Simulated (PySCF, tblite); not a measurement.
**C4H14FNPSi2+: geometry, infrared bands and NMR shifts**

Aim: predict the infrared bands and NMR shifts of C4H14FNPSi2+ (`C[P@+]1(N([SiH3])[SiH3])C[C@H](F)C1`).

Computed with tblite 0.8.0 and PySCF 2.14.0, with density-fitted response routines of our own, on a single molecule in the gas phase. Atoms are numbered from 0 throughout.

## 1. Starting geometry

23 atoms, charge 1, multiplicity 1; geometry from: force field or distance geometry start.

Bonds of the start (Å): C0–P1 1.77, P1–N2 1.61, N2–Si3 1.71, N2–Si4 1.69, P1–C5 1.79, C5–C6 1.56, C6–F7 1.36, C6–C8 1.55, C8–P1 1.78, C0–H9 1.10, C0–H10 1.10, C0–H11 1.08, Si3–H12 1.46, Si3–H13 1.48, Si3–H14 1.48, Si4–H15 1.48, Si4–H16 1.48, Si4–H17 1.47, C5–H18 1.09, C5–H19 1.10, C6–H20 1.09, C8–H21 1.10, C8–H22 1.08.

## 2. Geometry optimisation with GFN2-xTB

Job settings and geometry (Å):

```
{"job": {"kind": "relax", "xc": "GFN2-xTB", "basis": "xTB"}, "charge": 1, "multiplicity": 1}
C      0.343500     1.429800     1.169700
P      0.273400     0.059700     0.048600
N     -1.172700    -0.606200    -0.205400
Si    -2.295800     0.399100    -1.002500
Si    -1.905200    -1.338600     1.134100
C      1.624700    -1.049100     0.413200
C      2.491600    -0.114400    -0.494200
F      3.167700     0.858200     0.181700
C      1.307700     0.394000    -1.356800
H     -0.284000     2.259900     0.811200
H     -0.032600     1.153200     2.162100
H      1.344400     1.817600     1.301800
H     -1.636000     0.948600    -2.184600
H     -2.672300     1.514100    -0.108900
H     -3.488100    -0.374100    -1.417100
H     -0.910300    -2.249800     1.741400
H     -3.089900    -2.120700     0.720500
H     -2.265600    -0.313300     2.130000
H      1.520800    -2.058700     0.021400
H      1.972100    -1.115400     1.459200
H      3.201000    -0.688200    -1.088000
H      1.388200     1.440300    -1.679800
H      1.112500    -0.218900    -2.223300
```

Command:

```sh
OMP_NUM_THREADS=1 python probes_run.py task.json out
```

This one command runs all jobs of the session in turn.

Output:

```text
step      E/eV     max force
  0    -788.26709    3.566
  1    -788.58288    1.274
  2    -788.69558    0.595
  3    -788.75359    0.645
  4    -788.78892    0.531
  5    -788.80874    0.397
  6    -788.82230    0.280
  7    -788.83299    0.222
  8    -788.84442    0.231
  9    -788.85513    0.214
 10    -788.86353    0.200
 11    -788.87145    0.204
 12    -788.88063    0.241
 13    -788.89101    0.203
 14    -788.89993    0.196
 15    -788.90600    0.183
 16    -788.91084    0.160
 17    -788.91478    0.143
 18    -788.91842    0.140
 19    -788.92261    0.172
 20    -788.92735    0.155
 21    -788.93190    0.158
 22    -788.93533    0.112
 23    -788.93767    0.105
 24    -788.93967    0.112
 25    -788.94195    0.101
 26    -788.94435    0.087
 27    -788.94645    0.106
 28    -788.94831    0.122
 29    -788.95028    0.108
 30    -788.95254    0.093
 31    -788.95463    0.106
 32    -788.95619    0.079
 33    -788.95746    0.087
 34    -788.95858    0.079
 35    -788.95953    0.061
 36    -788.96022    0.051
 37    -788.96073    0.051
 38    -788.96124    0.070
 39    -788.96187    0.081
 40    -788.96247    0.061
 41    -788.96285    0.033
 42    -788.96306    0.031
 43    -788.96324    0.036
 44    -788.96346    0.041
 45    -788.96374    0.036
 46    -788.96402    0.036
 47    -788.96430    0.036
 48    -788.96461    0.042
 49    -788.96497    0.049
 50    -788.96538    0.043
 51    -788.96578    0.039
 52    -788.96617    0.050
 53    -788.96663    0.056
 54    -788.96720    0.060
 55    -788.96774    0.051
 56    -788.96809    0.033
 57    -788.96830    0.028
 58    -788.96849    0.028
 59    -788.96873    0.034
 60    -788.96899    0.037
 61    -788.96921    0.026
 62    -788.96937    0.023
 63    -788.96949    0.019
 64    -788.96962    0.021
 65    -788.96975    0.025
 66    -788.96991    0.027
 67    -788.97016    0.038
 68    -788.97053    0.047
 69    -788.97103    0.048
 70    -788.97153    0.040
 71    -788.97196    0.043
 72    -788.97238    0.042
 73    -788.97297    0.055
 74    -788.97380    0.061
 75    -788.97475    0.059
 76    -788.97574    0.087
 77    -788.97628    0.109
 78    -788.97734    0.109
 79    -788.97812    0.056
 80    -788.97866    0.034
 81    -788.97910    0.040
 82    -788.97944    0.039
 83    -788.97989    0.039
 84    -788.98038    0.039
 85    -788.98088    0.047
 86    -788.98139    0.047
 87    -788.98184    0.037
 88    -788.98203    0.030
 89    -788.98229    0.028
 90    -788.98240    0.025
 91    -788.98255    0.021
 92    -788.98272    0.025
 93    -788.98299    0.027
 94    -788.98324    0.030
 95    -788.98345    0.027
 96    -788.98365    0.031
 97    -788.98381    0.033
 98    -788.98402    0.049
 99    -788.98423    0.030
100    -788.98449    0.016
101    -788.98458    0.021
102    -788.98466    0.015
103    -788.98470    0.011
104    -788.98474    0.013
105    -788.98477    0.014
106    -788.98480    0.011
107    -788.98483    0.010
```

Wall time 1.1 s (1 thread of Arm Neoverse V2, shared host).

Step by step: (not every step is listed)

| step | energy from step 0 (eV) | largest force (eV/Å) |
| --- | --- | --- |
| 0 | 0.0000 | 3.5661 |
| 1 | -0.3158 | 1.2738 |
| 2 | -0.4285 | 0.5949 |
| 3 | -0.4865 | 0.6452 |
| 4 | -0.5218 | 0.5313 |
| 5 | -0.5416 | 0.3972 |
| 6 | -0.5552 | 0.2802 |
| 7 | -0.5659 | 0.2221 |
| 8 | -0.5773 | 0.2305 |
| 17 | -0.6477 | 0.1430 |
| 26 | -0.6773 | 0.0875 |
| 35 | -0.6924 | 0.0614 |
| 44 | -0.6964 | 0.0413 |
| 53 | -0.6995 | 0.0564 |
| 62 | -0.7023 | 0.0226 |
| 71 | -0.7049 | 0.0433 |
| 80 | -0.7116 | 0.0339 |
| 89 | -0.7152 | 0.0283 |
| 98 | -0.7169 | 0.0486 |
| 102 | -0.7176 | 0.0149 |
| 103 | -0.7176 | 0.0108 |
| 104 | -0.7176 | 0.0132 |
| 105 | -0.7177 | 0.0140 |
| 106 | -0.7177 | 0.0110 |
| 107 | -0.7177 | 0.0095 |

Distances of close pairs at the start and the end, largest changes first:

| bond | before (Å) | after (Å) | change (Å) |
| --- | --- | --- | --- |
| N2–Si4 | 1.693 | 1.790 | +0.097 |
| N2–Si3 | 1.705 | 1.790 | +0.085 |
| P1–C8 | 1.777 | 1.835 | +0.058 |
| P1–C5 | 1.786 | 1.835 | +0.049 |
| C0–P1 | 1.772 | 1.808 | +0.036 |
| Si3–H14 | 1.480 | 1.456 | -0.025 |
| Si4–H16 | 1.479 | 1.456 | -0.023 |
| Si3–H13 | 1.478 | 1.457 | -0.020 |

The final coordinates are the input of the step that follows.

## 3. Infrared spectrum with GFN2-xTB

Job settings and geometry (Å):

```
{"job": {"kind": "ir", "xc": "GFN2-xTB", "basis": "xTB"}, "charge": 1, "multiplicity": 1}
C      0.479688     1.623386     1.301977
P      0.263508     0.213191     0.191815
N     -1.273091    -0.302449     0.053354
Si    -2.356514     0.521018    -1.110128
Si    -1.915028    -1.431957     1.285178
C      1.561340    -1.060134     0.438616
C      2.379351    -0.375373    -0.678747
F      3.243819     0.519374    -0.108534
C      1.230423     0.404457    -1.355594
H     -0.113538     2.461444     0.935011
H      0.136154     1.349866     2.300120
H      1.533061     1.902655     1.334656
H     -1.464447     1.454986    -1.803182
H     -3.358405     1.206862    -0.304362
H     -2.860627    -0.553176    -1.953127
H     -0.742364    -1.734622     2.110823
H     -2.404782    -2.565340     0.514312
H     -2.931068    -0.686239     2.016498
H      1.227390    -2.056400     0.152836
H      2.077795    -1.098597     1.396290
H      2.975913    -1.027596    -1.320749
H      1.511142     1.407093    -1.673963
H      0.795528    -0.145464    -2.188638
```

Output:

```text
mode    cm-1     km/mol
  1      19.1      0.00
  2      37.1      0.19
  3      68.3      0.14
  4      84.5      9.06
  5     110.1      2.98
  6     132.7      0.79
  7     153.1      1.92
  8     171.8      0.19
  9     182.6      0.36
 10     212.9      4.63
 11     249.2     11.42
 12     262.9      0.03
 13     364.8     15.49
 14     404.4      5.61
 15     428.9      3.05
 16     552.7     10.88
 17     558.4      4.10
 18     564.4      3.81
 19     596.0    143.00
 20     617.1      7.85
 21     707.6     25.68
 22     721.0     34.24
 23     730.9      7.68
 24     731.3     17.51
 25     734.2    188.20
 26     741.1      9.37
 27     757.3    308.94
 28     780.5    627.17
 29     799.8    282.80
 30     809.2     35.14
 31     843.0     18.08
 32     852.0     38.65
 33     856.0     81.55
 34     866.8    296.37
 35     930.4     14.45
 36     964.7      5.35
 37     984.5    142.27
 38    1030.2     13.99
 39    1045.3    563.46
 40    1130.8      3.94
 41    1144.1     34.19
 42    1179.6     75.84
 43    1206.0      6.10
 44    1280.8     26.53
 45    1299.9     46.88
 46    1376.6     39.88
 47    1385.2      3.89
 48    1387.1      0.20
 49    1392.4      5.15
 50    2239.7    192.49
 51    2244.9    202.59
 52    2311.8      0.36
 53    2322.7    351.12
 54    2330.7      0.08
 55    2341.4    480.75
 56    2969.6     11.43
 57    2986.8     10.95
 58    2991.6      0.17
 59    2997.6      1.88
 60    2999.3      1.07
 61    3000.5      3.98
 62    3007.9      0.26
 63    3008.6      0.22
```

Wall time 1.2 s (1 thread of Arm Neoverse V2, shared host).

The strongest bands and the atoms that carry them (share of the mass-weighted mode):

| cm⁻¹ | km/mol | atoms |
| --- | --- | --- |
| 757 | 308.9 | H12 26 %, H15 25 %, H13 18 %, H17 17 % |
| 780 | 627.2 | H15 13 %, H12 13 %, H13 13 %, H17 13 % |
| 800 | 282.8 | H12 18 %, H15 18 %, H13 13 %, H17 13 % |
| 867 | 296.4 | N2 55 % |
| 1045 | 563.5 | N2 60 %, P1 26 % |
| 2245 | 202.6 | H12 48 %, H15 48 % |
| 2323 | 351.1 | H17 45 %, H13 42 % |
| 2341 | 480.8 | H16 44 %, H14 43 % |

## 4. NMR shieldings: PBE0/pcSseg-1

The job, as its differences from that of step 3:

```diff
@@ -1,2 +1,2 @@
-{"job": {"kind": "ir", "xc": "GFN2-xTB", "basis": "xTB"}, "charge": 1, "multiplicity": 1}
+{"job": {"kind": "nmr", "xc": "PBE0", "basis": "pcSseg-1"}, "charge": 1, "multiplicity": 1}
 C      0.479688     1.623386     1.301977
```

Method: GIAO PBE0/pcSseg-1 NMR shielding, non-relativistic, gas phase.

Output:

```text
coarse grid: 20048 points
cycle   1  E = -1234.6298949486  dE =  1.280e+00  |g| = 6.650e-01  |ddm| = 4.330e+00
cycle   2  E = -1234.5857814689  dE =  4.411e-02  |g| = 8.597e-01  |ddm| = 1.235e+00
cycle   3  E = -1234.7139666053  dE = -1.282e-01  |g| = 1.066e-01  |ddm| = 7.273e-01
cycle   4  E = -1234.7160378396  dE = -2.071e-03  |g| = 3.729e-02  |ddm| = 1.319e-01
cycle   5  E = -1234.7163528751  dE = -3.150e-04  |g| = 1.103e-02  |ddm| = 4.097e-02
cycle   6  E = -1234.7163736329  dE = -2.076e-05  |g| = 3.422e-03  |ddm| = 1.017e-02
cycle   7  E = -1234.7163758148  dE = -2.182e-06  |g| = 6.564e-04  |ddm| = 3.343e-03
final grid: 178416 points
cycle   8  E = -1234.7737827078  dE = -4.143e-05  |g| = 1.017e-02  |ddm| = 3.524e-02
cycle   9  E = -1234.7737691075  dE =  1.360e-05  |g| = 1.344e-02  |ddm| = 1.728e-02
cycle  10  E = -1234.7738053055  dE = -3.620e-05  |g| = 1.368e-03  |ddm| = 9.862e-03
cycle  11  E = -1234.7738056415  dE = -3.360e-07  |g| = 2.549e-04  |ddm| = 1.249e-03
cycle  12  E = -1234.7738056528  dE = -1.132e-08  |g| = 8.545e-05  |ddm| = 2.776e-04
cycle  13  E = -1234.7738056541  dE = -1.336e-09  |g| = 3.544e-05  |ddm| = 1.091e-04
cycle  14  E = -1234.7738056544  dE = -2.478e-10  |g| = 2.955e-06  |ddm| = 2.866e-05
converged SCF energy = -1234.7738056544

GIAO shielding tensors (ppm)
atom      isotropic    diamagn.    paramagn.     s11        s22        s33       span
  0 C      166.523     257.282     -90.759    144.413    166.591    188.564     44.151
  1 P      255.818     969.796    -713.978    215.593    233.735    318.128    102.535
  2 N      243.160     340.443     -97.283    238.950    242.260    248.271      9.321
  3 Si     393.616     881.144    -487.529    349.542    392.700    438.605     89.063
  4 Si     393.625     881.032    -487.407    349.523    392.865    438.487     88.964
  5 C      140.543     258.299    -117.756    122.331    135.572    163.725     41.394
  6 C      100.655     252.227    -151.572     68.324     79.029    154.614     86.290
  7 F      362.374     474.645    -112.271    313.390    371.175    402.557     89.167
  8 C      140.569     257.904    -117.334    122.349    135.638    163.721     41.373
  9 H       29.376      31.002      -1.625     25.186     27.574     35.369     10.183
 10 H       29.370      30.858      -1.488     25.175     27.565     35.371     10.196
 11 H       29.340      30.339      -0.999     24.052     28.025     35.942     11.891
 12 H       27.019      30.788      -3.769     22.881     27.562     30.615      7.733
 13 H       26.705      29.288      -2.583     22.879     24.709     32.527      9.649
 14 H       26.694      29.455      -2.761     22.802     24.470     32.811     10.009
 15 H       27.022      30.596      -3.574     22.884     27.568     30.615      7.730
 16 H       26.694      29.361      -2.667     22.804     24.468     32.810     10.006
 17 H       26.705      29.191      -2.486     22.877     24.710     32.529      9.652
 18 H       28.388      32.876      -4.488     24.859     27.750     32.555      7.696
 19 H       28.300      31.313      -3.012     24.846     26.398     33.657      8.812
 20 H       25.843      29.819      -3.976     21.434     25.577     30.518      9.084
 21 H       28.301      31.378      -3.077     24.845     26.398     33.661      8.816
 22 H       28.392      32.918      -4.525     24.863     27.759     32.556      7.693
```

It took 55 s on 1 thread of Arm Neoverse V2, shared host; peak memory 1.1 GiB.

Shifts follow as δ = σ(reference) − σ, with reference shieldings (ppm) from runs at the same level and on the same kind of geometry: ¹H TMS 31.72, ¹³C TMS 186.9, ²⁹Si TMS 349.2, ¹⁹F CFCl3 170.9, ¹⁵N NH3 267.7, ³¹P H3PO4 318.4. The references are single molecules in the gas phase, so shifts against H2O, NH3, PH3, H3PO4 or CFCl3 are not on the usual liquid scales and can be off by tens of ppm. Atoms listed in one row are averaged.

| atoms | environment | σ (ppm) | δ (ppm) |
| --- | --- | --- | --- |
| C6 | sp3 CH bonded to F | 100.7 | 86.3 |
| C5, C8 | sp3 CH2 bonded to P | 140.6 | 46.4 |
| C0 | methyl carbon bonded to P | 166.5 | 20.4 |
| H20 | hydrogen on an sp3 CH bonded to F | 25.84 | 5.87 |
| H12, H13, H14, H15, H16, H17 | hydrogen on a silicon bonded to N | 26.81 | 4.91 |
| H19, H21 | hydrogen on an sp3 CH2 bonded to P | 28.30 | 3.42 |
| H18, H22 | hydrogen on an sp3 CH2 bonded to P | 28.39 | 3.33 |
| H9, H10, H11 | hydrogen on a methyl carbon bonded to P | 29.36 | 2.35 |
| P1 | phosphorus bonded to 3 C, N, in a 4-membered ring | 255.8 | 62.6 |
| N2 | nitrogen bonded to P, 2 Si | 243.2 | 24.6 |
| Si3, Si4 | silicon bonded to N, 3 H | 393.6 | -44.5 |
| F7 | fluorine on an sp3 carbon | 362.4 | -191.4 |

Charges from the same density, by scheme (e):

| atoms | Mulliken | IAO | Hirshfeld | ESP fit |
| --- | --- | --- | --- | --- |
| C0 | -0.38 | -0.66 | -0.13 | -0.67 |
| P1 | 0.66 | 1.34 | 0.49 | 0.93 |
| N2 | -1.04 | -0.98 | -0.28 | -0.72 |
| Si3, Si4 | 0.64 | 0.74 | 0.40 | 0.59 |
| C5, C8 | -0.35 | -0.50 | -0.10 | -0.56 |
| C6 | 0.16 | 0.19 | 0.09 | 0.45 |
| F7 | -0.30 | -0.31 | -0.08 | -0.26 |

Mayer bond orders: C0–P1 1.03, P1–N2 1.14, N2–Si3 0.72, N2–Si4 0.72, P1–C5 0.98, C5–C6 0.97, C6–F7 0.90, C6–C8 0.97, C8–P1 0.98.

Ring of atoms P1, C5, C6, C8: NICS(0) -0.5, NICS(1) -1.6, NICS(1)zz 3.3 ppm (means of both faces).

## 5. Summary of results

```
                                                                quantity                             value
                               strongest single infrared mode (GFN2-xTB)              780 cm⁻¹, 627 km/mol
                                            zero-point energy (GFN2-xTB)                    103.2 kcal/mol
 ¹³C shifts against TMS (PBE0/pcSseg-1, means over atoms taken as alike)              86.3, 46.4, 20.4 ppm
  ¹H shifts against TMS (PBE0/pcSseg-1, means over atoms taken as alike)  5.87, 4.91, 3.42, 3.33, 2.35 ppm
                                ³¹P shifts against H3PO4 (PBE0/pcSseg-1)                          62.6 ppm
                                  ¹⁵N shifts against NH3 (PBE0/pcSseg-1)                          24.6 ppm
²⁹Si shifts against TMS (PBE0/pcSseg-1, means over atoms taken as alike)                         -44.5 ppm
                                ¹⁹F shifts against CFCl3 (PBE0/pcSseg-1)                        -191.4 ppm
```

In words: Relaxing lowered the energy by 0.718 eV in 107 steps; the close pair that moved most is N2–Si4, from 1.693 to 1.790 Å. No mode is imaginary among the 63: a minimum at this level. The strongest single mode, at 780 cm⁻¹, has its largest shares on H15, H12, H13 and H17 (the list is cut at 4 atoms). Unscaled tight-binding wavenumbers are off by several per cent, some by more. Its intensities can rank the bands wrongly. The most deshielded carbon is C6 (sp3 CH bonded to F), at 86.3 ppm: pulled downfield by the heteroatom. H20 (hydrogen on an sp3 CH bonded to F) lies farthest downfield among hydrogen, at 5.87 ppm; its carbon carries F, an electronegative neighbour. At PBE0/pcSseg-1: The widest tensor belongs to P1: span 103 ppm, with a paramagnetic part of -714 ppm.
